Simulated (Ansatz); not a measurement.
**C₃H₈AlN: up Jacob's ladder to CCSD(T)**

Aim: compute C₃H₈AlN with functionals from several rungs and with coupled cluster, and see how far each lands from CCSD(T) at the basis-set limit for the atomisation energy.

Method: functionals in def2-TZVPP, the program's frozen cores in correlated methods; program: Ansatz 0.2.0, Gaussian basis.

Plan: PBE-D4, r2SCAN-D4, PBE0-D4, B3LYP-D4, ωB97X-V, ωB97M-V, B2PLYP; CCSD(T)/def2-TZVPP; MP2/def2-QZVPP; extrapolation to the limit.

### 1 The geometry

All runs share one geometry, relaxed beforehand with PBE0-D4 in a triple-zeta def2 set.

SMILES `C/C=C\[NH][AlH2]`, 13 atoms, charge 0, spin multiplicity 1.

Atoms are counted from 1 here; the program's logs count them from 0.

Bond lengths: C1–C2 1.496 Å, C1–H6 1.090 Å, C1–H7 1.097 Å, C1–H8 1.097 Å, C2–C3 1.336 Å, C2–H9 1.083 Å, C3–N4 1.386 Å, C3–H10 1.087 Å, N4–Al5 1.784 Å, N4–H11 1.011 Å, Al5–H12 1.580 Å, Al5–H13 1.581 Å. Angles: C2–C1–H6 111.3°, C2–C1–H7 112.1°, C2–C1–H8 112.1°, H6–C1–H7 107.0°, H6–C1–H8 107.0°, H7–C1–H8 107.0°, C1–C2–C3 123.8°, C1–C2–H9 118.6°, C3–C2–H9 117.6°, C2–C3–N4 125.7°, C2–C3–H10 119.8°, N4–C3–H10 114.5°, C3–N4–Al5 128.3°, C3–N4–H11 112.3°, Al5–N4–H11 119.4°, N4–Al5–H12 117.4°, N4–Al5–H13 116.5°, H12–Al5–H13 126.2°.

### 2 PBE-D4 (GGA)

in.yaml

```yaml
crystal:
  periodic: [false, false, false]
  atoms:
    - {symbol: C, position_ang: [-1.865656, -0.598324, 0.687249]}
    - {symbol: C, position_ang: [-0.481030, -0.596354, 1.253208]}
    - {symbol: C, position_ang: [0.589947, -0.146199, 0.594165]}
    - {symbol: N, position_ang: [0.588917, 0.378795, -0.688674]}
    - {symbol: Al, position_ang: [1.971659, 0.997509, -1.631343]}
    - {symbol: H, position_ang: [-2.583746, -1.008259, 1.397727]}
    - {symbol: H, position_ang: [-1.938044, -1.202333, -0.225669]}
    - {symbol: H, position_ang: [-2.208963, 0.411786, 0.431675]}
    - {symbol: H, position_ang: [-0.328818, -0.980519, 2.254254]}
    - {symbol: H, position_ang: [1.567022, -0.175539, 1.068450]}
    - {symbol: H, position_ang: [-0.335747, 0.390830, -1.098421]}
    - {symbol: H, position_ang: [3.395038, 0.956526, -0.945831]}
    - {symbol: H, position_ang: [1.649921, 1.537379, -3.081788]}
basis:
  gaussian: {orbitals: def2-TZVPP}
hamiltonian: {xc: pbe, dispersion: d4}
output: {forces: true, orbitals: {seedname: orbitals}}
```

The run is started by

```
$ ansatz run in.yaml --threads 4 --pin off --events-out ev --progress --plain --max-ram 10444MiB
```

After this run come: r2SCAN-D4 (meta-GGA); PBE0-D4 (hybrid); B3LYP-D4 (hybrid); ωB97X-V (range-separated); ωB97M-V (range-separated); B2PLYP (double hybrid); CCSD(T) in def2-TZVPP; MP2 in def2-QZVPP.

**Question.** What will the summary of the whole plan be? Wanted: atomisation energy, CCSD(T)/CBS; farthest; mean size of error, hybrid; mean size of error, range-separated; gap, smallest and largest; T1 diagnostic; triples share of the correlation energy.

As calculated:

| quantity | value |
| --- | --- |
| atomisation energy, CCSD(T)/CBS | 4843.8 kJ/mol |
| functionals within 24.2 kJ/mol (0.5 %) | r2SCAN-D4, PBE0-D4, B3LYP-D4, ωB97X-V, ωB97M-V |
| farthest | PBE-D4 (+96.0 kJ/mol) |
| mean size of error, hybrid | 20.2 kJ/mol |
| mean size of error, range-separated | 16.6 kJ/mol |
| gap, smallest and largest | 3.11 eV (PBE-D4), 8.91 eV (ωB97X-V) |
| T1 diagnostic | 0.0119 |
| triples share of the correlation energy | 4.0 % |

PBE-D4 is off by +96.0 kJ/mol. Double hybrids carry the basis error of their MP2 part in triple zeta, and no dispersion term here, so their miss is partly the set-up's. The reference freezes the cores and leaves out relativity and excitations past (T), so misses under about 24.2 kJ/mol can't be ranked. Hartree-Fock recovers 73 % of the binding; the rest is correlation. The gap grows from 3.1 to 8.9 eV across the functionals, mostly with the share of exact exchange.
